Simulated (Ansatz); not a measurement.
# BH2Se radical (SMILES [BH][SeH]): functionals against CCSD(T) at one geometry

How do the functionals fare away from a minimum? The structure is a structure displaced at random from a GFN2-xTB minimum.

Program: Ansatz 0.2.0, Gaussian basis. Level of theory: single points in def2-TZVPP. These are calculated values, not measurements.

Cores are frozen in the correlated methods. Filled d shells of the heavier atoms are correlated. Orbitals are unrestricted. B3LYP uses VWN-RPA correlation.

### 1 The system as given

SMILES `[BH][SeH]`, 4 atoms, charge 0, spin multiplicity 2.

Atoms are counted from 1 here; the program's logs count them from 0.

Bond lengths: B1–Se2 1.821 Å, B1–H3 1.204 Å, Se2–H4 1.561 Å. Angles: Se2–B1–H3 129.0°, B1–Se2–H4 101.2°.

Geometry (Å):

```xyz
4
charge 0, multiplicity 2
B    -0.0557   -0.7476    0.3145
Se    0.3017    0.9681   -0.1793
H     0.5548   -1.4616    1.0680
H    -0.8929    1.2632   -1.1399
```

### 2 CCSD(T)/def2-TZVPP

File run/in.yaml:

```yaml
crystal:
  periodic: [false, false, false]
  atoms:
    - {symbol: B, position_ang: [-0.055700, -0.747600, 0.314500]}
    - {symbol: Se, position_ang: [0.301700, 0.968100, -0.179300]}
    - {symbol: H, position_ang: [0.554800, -1.461600, 1.068000]}
    - {symbol: H, position_ang: [-0.892900, 1.263200, -1.139900]}
basis:
  gaussian: {orbitals: def2-TZVPP}
magnetization: {spin_polarized: true, initial_magnetization: 1}
correlation: {method: ccsd_t}
scf: {omitted_lower_state_checks: [cluster_reference]}
output: {forces: true}
```

The command line of these runs was not kept.

### 3 PBE0-D4/def2-TZVPP

Changes to run/in.yaml since step 2:

```diff
@@ -10,4 +10,3 @@
 magnetization: {spin_polarized: true, initial_magnetization: 1}
-correlation: {method: ccsd_t}
-scf: {omitted_lower_state_checks: [cluster_reference]}
-output: {forces: true}
+hamiltonian: {xc: pbe0, dispersion: d4}
+output: {forces: true, orbitals: {seedname: orbitals}}
```

### 4 wB97M-V/def2-TZVPP

Changes to run/in.yaml since step 3:

```diff
@@ -10,3 +10,3 @@
 magnetization: {spin_polarized: true, initial_magnetization: 1}
-hamiltonian: {xc: pbe0, dispersion: d4}
-output: {forces: true, orbitals: {seedname: orbitals}}
+hamiltonian: {xc: {name: wB97M-V}}
+output: {forces: true}
```

### 5 r2SCAN-D4/def2-TZVPP

Changes to run/in.yaml since step 4:

```diff
@@ -10,3 +10,3 @@
 magnetization: {spin_polarized: true, initial_magnetization: 1}
-hamiltonian: {xc: {name: wB97M-V}}
+hamiltonian: {xc: r2scan, dispersion: d4}
 output: {forces: true}
```

### 6 PBE-D4/def2-TZVPP

Changes to run/in.yaml since step 5:

```diff
@@ -10,3 +10,3 @@
 magnetization: {spin_polarized: true, initial_magnetization: 1}
-hamiltonian: {xc: r2scan, dispersion: d4}
+hamiltonian: {xc: pbe, dispersion: d4}
 output: {forces: true}
```

### 7 CAM-B3LYP-D4/def2-TZVPP

Changes to run/in.yaml since step 6:

```diff
@@ -10,3 +10,3 @@
 magnetization: {spin_polarized: true, initial_magnetization: 1}
-hamiltonian: {xc: pbe, dispersion: d4}
+hamiltonian: {xc: {name: CAM-B3LYP}, dispersion: d4}
 output: {forces: true}
```

### 8 B3LYP-D4/def2-TZVPP

Changes to run/in.yaml since step 7:

```diff
@@ -10,3 +10,3 @@
 magnetization: {spin_polarized: true, initial_magnetization: 1}
-hamiltonian: {xc: {name: CAM-B3LYP}, dispersion: d4}
+hamiltonian: {xc: {name: B3LYP}, dispersion: d4}
 output: {forces: true}
```

(Steps that only read results are left out.)

**Question.** What will these runs give? Wanted: energy less free atoms, CCSD(T)/def2-TZVPP; RMS force component; RMS force error; HOMO and LUMO, PBE0-D4; T1 diagnostic.

**Answer**, as computed:

```
                                  quantity                                                                                                 value
energy less free atoms, CCSD(T)/def2-TZVPP                                                                                         -991.7 kJ/mol
                       RMS force component                                                                  0.681 to 0.892 eV/Å over the methods
                           RMS force error  PBE0-D4 0.123, wB97M-V 0.122, r2SCAN-D4 0.141, PBE-D4 0.230, CAM-B3LYP-D4 0.123, B3LYP-D4 0.112 eV/Å
                    HOMO and LUMO, PBE0-D4                                                                                    -5.90 and -1.76 eV
                             T1 diagnostic                                                                                                 0.015
```

What this shows: Against CCSD(T) the functionals' energies less atoms differ by -67.6 to -21.6 kJ/mol, PBE-D4 by -67.6 kJ/mol. CCSD(T) in triple zeta still lacks some correlation energy of the bonds, so part of these gaps is its own basis error and they don't rank the functionals. On forces the order runs from B3LYP-D4 to PBE-D4. Frozen-core CCSD(T) forces in triple zeta carry basis errors of their own, and this is one geometry, so small gaps rank nothing.
